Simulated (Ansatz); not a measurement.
RbMg2:

```
CELL_PARAMETERS angstrom
1.92250 -13.62519 0.00000
1.92250 13.62519 0.00000
0.00000 0.00000 4.83235
ATOMIC_POSITIONS crystal
Rb 0.67285 0.32715 0.25000
Rb 0.32715 0.67285 0.75000
Mg 0.45122 0.54878 0.25000
Mg 0.04250 0.95750 0.25000
Mg 0.95750 0.04250 0.75000
Mg 0.54878 0.45122 0.75000
```

The cell comes from a database or a generator and needn't be the stable form of this composition.

| Item | Value |
| --- | --- |
| Program | Ansatz 0.2.0 |
| Task | single point |
| Functional | PBE |
| Potentials or basis | Ansatz PAW |
| Cutoff | 420 eV (not typed: the program's choice for these potentials) |
| k mesh | 7 × 7 × 6 |
| Occupations | fermi-dirac, width 0.05 eV |
| Spin | no spin polarisation |

On this cell: pressure 0.0 GPa; largest force 0.057 eV/Å; band gap on the k mesh none (metal or under the smearing width).

The same run follows on a disturbed copy (atoms moved at random, drawn with an rms of 0.05 Å):

```xyz
6
Lattice="1.9225 -13.6252 0.0000 1.9225 13.6252 0.0000 0.0000 0.0000 4.8323" Properties=species:S:1:pos:R:3 pbc="T T T"
Rb    1.9006   -4.6941    1.1771
Rb    1.9023    4.7174    3.5299
Mg    1.9257    1.3404    1.2154
Mg    1.8927   12.4645    1.2168
Mg    1.8593  -12.4036    3.6447
Mg    1.9446   -1.2616    3.5940
```

**Question.** What changes?

**Answer.** The energy (extrapolated to zero smearing) moves by +2.4 meV/atom; pressure 0.0 GPa; largest force 0.173 eV/Å; band gap on the k mesh none (metal or under the smearing width).

Forces on the atoms (eV/Å):
```
Rb  -0.003  0.060 -0.004
Rb  -0.006 -0.031  0.012
Mg  -0.116  0.002  0.007
Mg   0.096  0.066 -0.085
Mg   0.161 -0.059 -0.022
Mg  -0.132 -0.038  0.093
```

Stress tensor (GPa, compression positive):
```
 0.57  0.05 -0.02
 0.05 -0.24 -0.01
-0.02 -0.01 -0.19
```
